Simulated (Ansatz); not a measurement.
# CuSn3 under changes of volume

One of the cells (24.437 Å³/atom); the others are scaled copies at fixed shape and fractional positions:

```
Sn Cu
1.0
    -2.23990    2.23990    4.87070
     2.23990   -2.23990    4.87070
     2.23990    2.23990   -4.87070
Sn Cu
3 1
Cartesian
  0.0000 0.0000 4.8707
  2.2399 0.0000 2.4354
  0.0000 2.2399 2.4354
  0.0000 0.0000 0.0000
```

The cell comes from a database or a generator and needn't be the stable form of this composition.

* Program: Ansatz 0.2.0
* Functional: PBE
* Potentials or basis: Ansatz PAW
* Cutoff: 420 eV (not typed: the program's choice for these potentials)
* k mesh: 8 × 8 × 8
* Occupations: fermi-dirac, width 0.05 eV
* Spin: no spin polarisation

```csv
volume (Å³/atom),energy over the lowest point (meV/atom),pressure (GPa)
22.971,7.59,2.5
23.460,?,?
23.948,0.00,0.0
24.437,1.44,-1.0
24.926,5.90,-1.9
25.415,13.05,-2.8
25.903,22.59,-3.5
```

What does the run at 23.460 Å³/atom give?

Energy over the lowest point 1.92 meV/atom; pressure 1.2 GPa.

Worked out: A Birch-Murnaghan fit of order 3 (a polynomial in V^(-2/3)) to the other rows has its minimum at 23.97 Å³/atom with B0 = V·E''(V) = 54 GPa and B' = 4.5 at fixed shape and positions, which overstates the stiffness. It gives 1.91 meV/atom at 23.460 Å³/atom, against the run's 1.92, and -dE/dV = 1.2 GPa, against 1.2.

Energies are extrapolated to zero smearing.
